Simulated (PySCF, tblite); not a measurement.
**GaH2O3−, a small gas-phase stand-in for a defect centre (gallia monomer): NMR shifts, core binding energies and electronic excitations**

Wanted: the NMR shifts, core binding energies and electronic excitations for `[O-][Ga]([OH])[OH]`. It is drawn as: deprotonated.

Computed with tblite 0.8.0 and PySCF 2.14.0; each step states its level. No surroundings beyond the atoms listed, unless a continuum is named. Atoms count from 0, parts from 1.

## 1. The system as given

6 atoms, charge -1, multiplicity 1; geometry: distance geometry start.

## 2. Geometry optimisation with GFN2-xTB

Job settings and geometry (Å):

```
{"job": {"kind": "relax", "xc": "GFN2-xTB", "basis": "xTB"}, "charge": -1, "multiplicity": 1}
O      0.520734     2.647995    -1.010920
Ga     0.688996     1.279364     0.295502
O     -0.757141     1.131557     1.489957
O      1.520871    -0.307762    -0.271433
H     -0.102159     3.372264    -0.974648
H     -0.645938     1.001947     2.424613
```

Method: GFN2-xTB geometry optimisation, gas phase.

Launch:

```sh
OMP_NUM_THREADS=1 python cluster_run.py task.json out
```

One launch serves the whole session: the jobs run in the order shown.

**Question.** The jobs that follow are: PBE0-D3(BJ)/def2-SVP geometry optimisation, gas phase; GIAO PBE0/aug-pcSseg-2 NMR shielding, non-relativistic, gas phase; delta-SCF UKS SCAN, aug-pcX-2 on the ionised atom, aug-pcseg-1 elsewhere, spin-free X2C; TDDFT CAM-B3LYP/def2-SVPD, vertical, gas phase, core orbitals frozen in the response. Predict: point group; rotational constants (main isotopes); shieldings of H, O, Ga (PBE0/aug-pcSseg-2); O1s binding energies, SCAN/aug-pcX-2; lowest singlet (CAM-B3LYP/def2-SVPD); brightest single state of those computed; lowest triplet; vertical ionisation energy (ΔSCF).

As calculated:

| quantity | value |
| --- | --- |
| point group | Cs |
| rotational constants (main isotopes) | 7.26, 5.34, 3.08 GHz |
| shieldings of H, O, Ga (PBE0/aug-pcSseg-2) | H4 31.8, H5 32.1, O3 221.2, O2 277.1, O0 292.1, Ga1 1477.1 ppm |
| O1s binding energies, SCAN/aug-pcX-2 | O0 532.73, O2 532.65, O3 529.37 eV |
| lowest singlet (CAM-B3LYP/def2-SVPD) | 3.91 eV (317 nm), f = 0.054 |
| brightest single state of those computed | state 3, 5.46 eV, f = 0.064 |
| lowest triplet | 3.59 eV |
| vertical ionisation energy (ΔSCF) | 3.60 eV |

In words: The start of the PBE0/def2-SVP relaxation was shaken at random by about 0.01 Å, so part of the energy gained, and of the first lengths quoted, undoes that. Relaxing lowered the energy by 0.076 eV in 5 steps; the close pair that moved most is O0–Ga1, from 1.784 to 1.840 Å (PBE0/def2-SVP). No frequency check was run at this level, so the end point may be a saddle. At PBE0/aug-pcSseg-2: Shielding is most anisotropic at Ga1 (span 781 ppm, paramagnetic term -1162 ppm). At SCAN/aug-pcX-2: The O1s levels kept as sound span 3.36 eV, from O3 (oxygen bonded to Ga) up to O0 (oxygen bonded to Ga, H). The first singlet state (HOMO→LUMO 0.90) lies at 3.91 eV and is bright; of the 6 states computed, the strongest absorption comes from state 3 at 5.46 eV. The lowest triplet lies 0.32 eV below the lowest singlet (triplets in Tamm-Dancoff, singlets in full TDDFT). In the gas-phase run even the lowest singlet lies above the computed detachment energy of this anion, so its states are not to be taken as bound. At CAM-B3LYP/def2-SVPD, all states lie near or above the ionisation energy, where they hang on the basis. ΔSCF puts the ionisation energy at 3.60 eV, 0.66 eV above −ε(HOMO). Spin-orbit coupling is left out, which matters for shieldings and couplings at and beside the heavy atoms.
